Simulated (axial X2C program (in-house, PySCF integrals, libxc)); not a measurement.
# TeTi⁺: bond curves with and without spin–orbit coupling

What are the state, bond length, wavenumber and bond energy of TeTi⁺, and what does spin–orbit coupling change?

Method: all-electron X2C, Te dyall-cv3z, Ti dyall-cv3z; program: an in-house X2C program for linear molecules on PySCF integrals.

All values are calculated.

## (1) Set-up

Input file task.json:

```json
{"zs": [52, 22], "q": 1, "bas": ["dyall-cv3z", "dyall-cv3z"], "levels": ["PBE0", "HF", "TPSSh"], "cc": true, "r0": 2.45, "thr": -1.0, "nmax": 90, "npts": 10, "nst": 2, "ntry": 6}
```

Keys: zs atomic numbers; q charge; bas basis sets; levels methods (HF also brings MP2); cc coupled cluster on or off; r0 starting distance in Å; thr threshold in hartree for freezing inner shells (an s shell follows its p shell); nmax most natural virtual spinors; npts points asked for on the curve; nst determinants followed; ntry starts of the search.

On the command line:

```
> python so2c.py task.json out
```

Spin-free means the one-electron spin-free X2C Hamiltonian; two-component (2c) means X2C with spin–orbit coupling and atomic mean-field two-electron Coulomb and Gaunt terms. Basis: Te dyall-cv3z contracted to [11s12p8d4f1g], Ti dyall-cv3z contracted to [10s10p6d4f2g]; Gaussian nuclei, density fitting. Masses: Te 129.906 u, Ti 47.948 u.

Notation: σ, π±, δ± give the projection m of an orbital's angular momentum (0, ±1, ±2), α and β its spin, Λ and M_S the sums; ω is the projection of a spinor's total angular momentum and Ω the sum. Logs are in hartree.

The results follow Hamiltonian by Hamiltonian and level by level.

## (2) Search for the lowest determinant

Determinants are compared with PBE0 at 2.450 Å.

Spin-free determinants:

```csv
ΔE (eV),state,open shells
0.00,"M_S = 1/2, Λ = 2",beyond closed shells: δ+α
0.68,"M_S = 1/2, Λ = 3","beyond closed shells: σα, π+α, π+β, π-β, δ+α"
0.72,"M_S = 1/2, Λ = 1","beyond closed shells: σα, π+β, π-α, π-β, δ+α"
0.80,"M_S = 1/2, Λ = 0",beyond closed shells: σα
0.82,"M_S = 1/2, Λ = 1",beyond closed shells: π+α
1.05,"M_S = 3/2, Λ = 4","beyond closed shells: 2 × π+α, π+β, π-α, δ+α"
1.26,"M_S = 1/2, Λ = 4","beyond closed shells: 2 × π+α, π+β, π-β, δ+α"
```

Two-component determinants:

```json
{"ΔE (eV)": "0.00", "state": "Ω = 5/2", "open shells": "excess of +ω over −ω: ω = 5/2"}
{"ΔE (eV)": "0.01", "state": "Ω = 3/2", "open shells": "excess of +ω over −ω: ω = 3/2"}
{"ΔE (eV)": "0.48", "state": "Ω = 1/2", "open shells": "excess of +ω over −ω: ω = 1/2"}
{"ΔE (eV)": "0.50", "state": "Ω = 9/2", "open shells": "excess of +ω over −ω: ω = 1/2, ω = 3/2, ω = 5/2"}
{"ΔE (eV)": "0.53", "state": "Ω = 5/2", "open shells": "excess of +ω over −ω: ω = -1/2, 2 × ω = 3/2"}
{"ΔE (eV)": "0.60", "state": "Ω = 3/2", "open shells": "excess of +ω over −ω: ω = 1/2, ω = -3/2, ω = 5/2"}
{"ΔE (eV)": "0.82", "state": "Ω = 7/2", "open shells": "excess of +ω over −ω: 2 × ω = 1/2, ω = 5/2"}
```

## (3) PBE0, spin-free

State followed: M_S = 1/2, Λ = 2 (beyond closed shells: δ+α). The scan is laid around 2.474 Å, a first estimate of the minimum, and this SCF restarts from the orbitals of the search.

Output at 2.474 Å:

```text
spin-free X2C-1e  PBE0
basis functions 240  fitting functions 1283  grid points 5802
iter        total energy     max residual
   1      -7646.040706781     3.47e+00
   2      -7646.835105159     9.69e-03
   3      -7646.833424529     1.20e-02
   4      -7646.832917882     2.29e-02
   5      -7646.837350396     2.55e-03
   6      -7646.837461274     5.43e-04
   7      -7646.837467188     2.76e-04
   8      -7646.837468383     2.83e-04
   9      -7646.837469992     8.02e-05
  10      -7646.837470365     1.15e-05
  11      -7646.837470370     9.40e-06
  12      -7646.837470372     3.92e-06
  13      -7646.837470372     1.72e-06
converged
one-electron -10967.32139773  Coulomb 3295.20496631  exact exchange -54.00697862  xc functional -165.41039391  nuclear repulsion 244.69633359
```

Along the bond, energies from the lowest point:

| R (Å) | E (eV) | μ (D) | HOMO (eV) | LUMO (eV) | iterations |
| --- | --- | --- | --- | --- | --- |
| 2.152 | 0.7900 | 8.59 | -11.76 | -8.51 | 16 |
| 2.251 | 0.2891 | 8.96 | -11.84 | -8.45 | 16 |
| 2.326 | 0.0960 | 9.17 | -11.84 | -8.38 | 15 |
| 2.400 | 0.0102 | 9.33 | -11.71 | -8.29 | 14 |
| 2.474 | 0.0000 | 9.45 | -11.54 | -8.24 | 13 |
| 2.561 | 0.0551 | 9.57 | -11.35 | -8.28 | 17 |
| 2.647 | 0.1591 | 9.67 | -11.16 | -8.31 | 16 |
| 2.759 | 0.3372 | 9.79 | -10.92 | -8.31 | 17 |
| 2.895 | 0.5903 | 9.94 | -10.66 | -8.28 | 17 |
| 3.092 | 0.9761 | 10.11 | -10.36 | -8.23 | 17 |

Dipoles are positive if Ti is the positive end and refer to the centre of mass.

Outer orbitals at the reference distance:

```
symmetry  occupied  ε (eV)              atomic character
      σβ       yes  -21.63   70% Te s, 11% Ti p, 9% Ti d
      σα       yes  -20.60  68% Te s, 11% Ti p, 10% Ti d
      σβ       yes  -12.31  73% Te p, 11% Ti s, 10% Ti d
      σα       yes  -12.28  65% Te p, 14% Ti d, 14% Ti s
     π-β       yes  -11.89   73% Te p, 14% Ti d, 6% Ti p
     π+β       yes  -11.89   73% Te p, 14% Ti d, 6% Ti p
     π+α       yes  -11.74   68% Ti d, 26% Te p, 2% Ti p
     δ+α       yes  -11.72                     100% Ti d
     π-α       yes  -11.54   59% Ti d, 34% Te p, 3% Ti p
     π+α        no   -8.24  48% Te p, 34% Ti d, 13% Ti p
      σα        no   -8.19   47% Ti d, 46% Ti s, 3% Ti p
     π-α        no   -8.10  43% Ti d, 40% Te p, 11% Ti p
     δ-α        no   -7.73                     100% Ti d
```

PBE0 fields in the half plane through the axis: z from -2.4 to 4.8 Å across, distance from the axis 0.15 to 2.25 Å upwards; Te lies at z = 0 and Ti at z = 2.474 Å; the ELF is damped to zero where the density is low.

log10 density (e/bohr³). Ten even steps from ' ' (-5.00 ) to '@' (1.83 ):
```
  ....::::::::------------::::::::::........      
....::::------------------------::::::::::....    
..::::------================----------::::::....  
..::----========++++==============--------::::....
::::--====++++++++++++++++======++======----::::..
::----====++++******++++++++++++****++====--::::..
::--====++++**######**++++++****####**++==----::..
::--====++**##%%@@%%##**++++**##@@####++==----::..
```

ELF. Ten even steps from ' ' (0.00 ) to '@' (0.83 ):
```
          ..::------------::..                    
      ..--==++++++++++**++==::                    
    ..==**####%%######%%%%**--                    
  ..==**%%@@@@%%%%%%%%@@@@##::                    
  --**%%@@@@%%**++**##@@@@**::............        
..==##@@@@%%==----::==##%%==--++####**--..        
::++%%@@@@**--##@@##--++##--++@@@@@@@@==..        
::**%%@@@@==++**@@**++--**::**##@@..@@++..        
```

Re = 2.448 Å, ωe = 291.3 cm⁻¹, ωexe = 0.908 cm⁻¹, Be = 0.08033 cm⁻¹, De = 2.94 eV, μ = 9.41 D. ⟨S²⟩ = 1.40 against 0.75 for a pure state, so this determinant mixes spins.

## (4) HF, spin-free

The SCF at the reference distance of 2.474 Å:

```text
spin-free X2C-1e  HF
basis functions 240  fitting functions 1283  grid points 5802
iter        total energy     max residual
   1      -7643.448012335     2.44e-01
   2      -7643.487300636     2.67e-02
   3      -7643.495618770     1.65e-02
   4      -7643.501022131     1.41e-02
   5      -7643.506257021     1.27e-02
   6      -7643.510730487     1.05e-02
   7      -7643.514474196     6.89e-03
   8      -7643.516863617     7.53e-03
   9      -7643.517514354     7.39e-03
  10      -7643.522191084     5.51e-03
  11      -7643.523595725     4.75e-03
  12      -7643.523537108     1.98e-03
  13      -7643.523908384     4.08e-04
  14      -7643.523914459     3.77e-04
  15      -7643.523910221     4.91e-04
  16      -7643.523918617     1.99e-04
  17      -7643.523919637     6.00e-05
  18      -7643.523919772     2.32e-05
  19      -7643.523919788     1.43e-05
  20      -7643.523919795     2.43e-06
  21      -7643.523919795     4.52e-07
converged
one-electron -10966.23604942  Coulomb 3294.22638265  exact exchange -216.21058661  xc functional 0.00000000  nuclear repulsion 244.69633359
```

No constants are quoted: the dipole of the solution doesn't run smoothly along the scan, a sign that its character may change, so the fit is set aside.

## (5) TPSSh, spin-free

Output at 2.474 Å:

```text
spin-free X2C-1e  TPSSh
basis functions 240  fitting functions 1283  grid points 5802
iter        total energy     max residual
   1      -7647.123785521     1.63e-01
   2      -7647.125422021     6.15e-03
   3      -7647.109891371     3.89e-02
   4      -7647.123754303     1.38e-02
   5      -7647.126120673     1.15e-03
   6      -7647.126137273     1.53e-03
   7      -7647.126177201     7.52e-04
   8      -7647.126189838     3.06e-04
   9      -7647.126190696     1.39e-04
  10      -7647.126191005     2.48e-05
  11      -7647.126191021     9.40e-06
  12      -7647.126191024     9.75e-07
  13      -7647.126191024     8.36e-07
converged
one-electron -10966.85963589  Coulomb 3294.71388638  exact exchange -21.59773103  xc functional -198.07904407  nuclear repulsion 244.69633359
```

Re = 2.427 Å, ωe = 309 cm⁻¹, ωexe = 1.16 cm⁻¹, Be = 0.08172 cm⁻¹, De = 3.21 eV, μ = 9.43 D. ⟨S²⟩ = 1.14 against 0.75 for a pure state, so this determinant mixes spins.

## (6) Correlated methods, spin-free

Correlated methods: 9 electrons correlated (frozen shells, counted by type: Te 4 s, 3 p, 2 d; Ti 3 s, 2 p), 331 virtual spinors in MP2, 90 natural virtuals in coupled cluster.

Output of the correlated part at 2.474 Å:

```text
correlated 9  virtual 331  natural virtual 90  E(MP2) -0.149884383  MP2 remainder -0.005700042
iter   CCSD correlation   residual
   1     -0.158530781   1.24e-01
   2     -0.164606480   7.06e-02
   3     -0.168419170   4.90e-02
   4     -0.171049266   3.76e-02
   5     -0.173317189   2.56e-02
   6     -0.174574458   1.47e-02
   7     -0.174978717   6.50e-03
   8     -0.175055561   2.57e-03
   9     -0.175046029   1.36e-03
  10     -0.175071520   7.57e-04
  11     -0.175056573   3.63e-04
  12     -0.175063120   2.13e-04
  13     -0.175061416   1.18e-04
  14     -0.175062225   6.38e-05
  15     -0.175063163   3.95e-05
  16     -0.175063504   2.54e-05
  17     -0.175063515   1.40e-05
(T) -0.011893434  T1 0.1001  D1 0.2326  max T2 0.146
```

T1 in the output is the amplitude norm over the root of the electron number; divide by √2 for the Lee–Taylor value.

MP2: No constants are quoted: the dipole of the HF reference doesn't run smoothly along the scan, a sign that its character may change, so the fit is set aside.

CCSD: No constants are quoted: the dipole of the HF reference doesn't run smoothly along the scan, a sign that its character may change, so the fit is set aside.

CCSD(T): No constants are quoted: the dipole of the HF reference doesn't run smoothly along the scan, a sign that its character may change, so the fit is set aside.

## (7) A higher determinant, spin-free

State: M_S = 1/2, Λ = 3 (beyond closed shells: σα, π+α, π+β, π-β, δ+α).

Output at the reference distance:

```text
spin-free X2C-1e  PBE0
basis functions 240  fitting functions 1283  grid points 5802
iter        total energy     max residual
   1      -7645.992130253     4.46e+00
   2      -7646.811871098     1.22e-02
   3      -7646.812443500     9.78e-03
   4      -7646.814119375     3.24e-03
   5      -7646.814099510     2.76e-03
   6      -7646.814172153     6.25e-04
   7      -7646.814178908     8.16e-05
   8      -7646.814179058     4.85e-05
   9      -7646.814179147     1.86e-05
  10      -7646.814179201     1.14e-05
  11      -7646.814179211     8.23e-06
  12      -7646.814179213     1.01e-06
converged
one-electron -10965.98881539  Coulomb 3293.88301286  exact exchange -54.01541634  xc functional -165.38929392  nuclear repulsion 244.69633359
```

```
R (Å)  E above the lowest PBE0 point (eV)
2.152                               2.239
2.251                               1.440
2.326                               1.047
2.400                               0.788
2.474                               0.634
2.561                               0.554
2.647                               0.554
2.759                               0.635
2.895                               0.813
```

Re = 2.603 Å, ωe = 264.6 cm⁻¹, ωexe = 0.772 cm⁻¹, Be = 0.07106 cm⁻¹, μ = 9.01 D. ⟨S²⟩ = 1.90 against 0.75 for a pure state, so this determinant mixes spins. Te = 0.55 eV. As a difference of two determinants it need not be a gap between pure terms.

## (8) The spin-free curves together

Energy (eV) of the followed determinant, spin-free, from each level's lowest point:

```
R (Å)   PBE0  HF (dipole not smooth)  MP2 (HF's dipole not smooth)  CCSD (HF's dipole not smooth)  CCSD(T) (HF's dipole not smooth)  TPSSh
2.152  0.790                   2.183                         1.492                            n/a                               n/a  0.758
2.251  0.289                   1.269                         0.822                          0.539                             0.452  0.256
2.326  0.096                   0.788                         0.475                          0.260                             0.196  0.071
2.400  0.010                   0.447                         0.236                          0.095                             0.056  0.000
2.474  0.000                   0.218                         0.087                          0.015                             0.000  0.008
2.561  0.055                   0.062                         0.005                          0.000                             0.009  0.084
2.647  0.159                   0.000                         0.000                          0.046                             0.076  0.207
2.759  0.337                   0.021                         0.080                          0.172                             0.220  0.406
2.895  0.590                   0.149                         0.276                            n/a                               n/a  0.681
3.092  0.976                   0.402                         0.752                            n/a                               n/a  1.091
```

(Part 1 of 2 ends here.)
